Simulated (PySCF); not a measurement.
# MoOBr: doublet, from a linear start

Aim: relax MoOBr as a doublet from a linear start, check by its vibrations whether the end is a minimum, and collect its spectrum and constants.

Method: PBE0, basis Mo def2-TZVP with ECP28, O def2-TZVP, Br def2-TZVP, scalar-relativistic core potentials, no spin–orbit coupling, density fitting; program: PySCF 2.14.0.

**1. The starting structure**

3 atoms, charge 0, spin multiplicity 2.

Bond lengths: Mo1–O2 1.780 Å, Mo1–Br3 2.520 Å. Angles: O2–Mo1–Br3 180.0°.

```xyz
3
charge 0 multiplicity 2
Mo    0.0000    0.0000    0.0000
O     0.0000    0.0000   -1.7800
Br    0.0000    0.0000    2.5200
```

**2. First SCF at the start**

The steps below are one call of a driver around PySCF. For each, scf.py gives the equivalent set-up of the SCF; relaxations use the driver's own optimiser. After this first run the driver tries any further starts and a stability analysis.

File scf.py:

```python
from pyscf import gto, scf, dft
mol = gto.M(atom='''
Mo     0.000000     0.000000     0.000000
O      0.000000     0.000000    -1.780000
Br     0.000000     0.000000     2.520000''',
    basis={'Mo': 'def2-TZVP', 'O': 'def2-TZVP', 'Br': 'def2-TZVP'},
    ecp={'Mo': 'def2-TZVP'},
    charge=0, spin=1)
mf = dft.UKS(mol, xc='PBE0')
mf.grids.atom_grid = (50, 194)
aux = {'Mo': 'def2-universal-JKFIT', 'O': 'def2-universal-JKFIT', 'Br': 'def2-universal-JKFIT'}
mf = mf.density_fit(auxbasis=aux)
mf.conv_tol = 1e-08
mf.diis_space = 10
mf.max_cycle = 60
mf.init_guess = 'minao'
mf.verbose = 4
mf.kernel()
```

Launch:

```console
OMP_NUM_THREADS=4 python axn.py task.json out
```

After this run come: Relaxation: linear start, doublet; Hessian and properties; Leaving the saddle point; Frequencies.

What does the calculation give? Wanted: minimum; geometry; wavenumbers; dipole moment; highest occupied, lowest empty level; polar-tensor charge of Mo1; zero-point energy; atomisation energy; ⟨S²⟩.

As calculated:

| quantity | value |
| --- | --- |
| minimum | broken-symmetry (Ms = 1/2), Cs |
| geometry | Mo–Br 2.437 Å, Mo–O 1.652 Å; Br–Mo–O 134.1° |
| wavenumbers (cm⁻¹) | 125 (a'), 283 (a'), 1052 (a') |
| dipole moment | 2.33 D |
| highest occupied, lowest empty level (either spin) | -6.27, -3.05 eV |
| polar-tensor charge of Mo1 | +1.34 e |
| zero-point energy | 8.7 kJ/mol |
| entropy at 298.15 K | 308.2 J/(mol K) |
| atomisation energy (no zero-point energy) | 842 kJ/mol |
| ⟨S²⟩ | 1.590 |

From C∞v at the start the molecule goes to a Cs minimum, after a stop at a second-order saddle point 20.1 kJ/mol higher, from which it was pushed off along an imaginary mode. The determinant is spin-contaminated (⟨S²⟩ = 1.59 against 0.75), so it is no pure spin state. The strongest infrared band lies at 1052 cm⁻¹ (a', stretch). The first SCF alone would have been 34 kJ/mol too high. Only this shape and spin were tried, so other structures or states may lie lower. Open d and f shells are described by one determinant, and the ground state may have another occupation or spin.
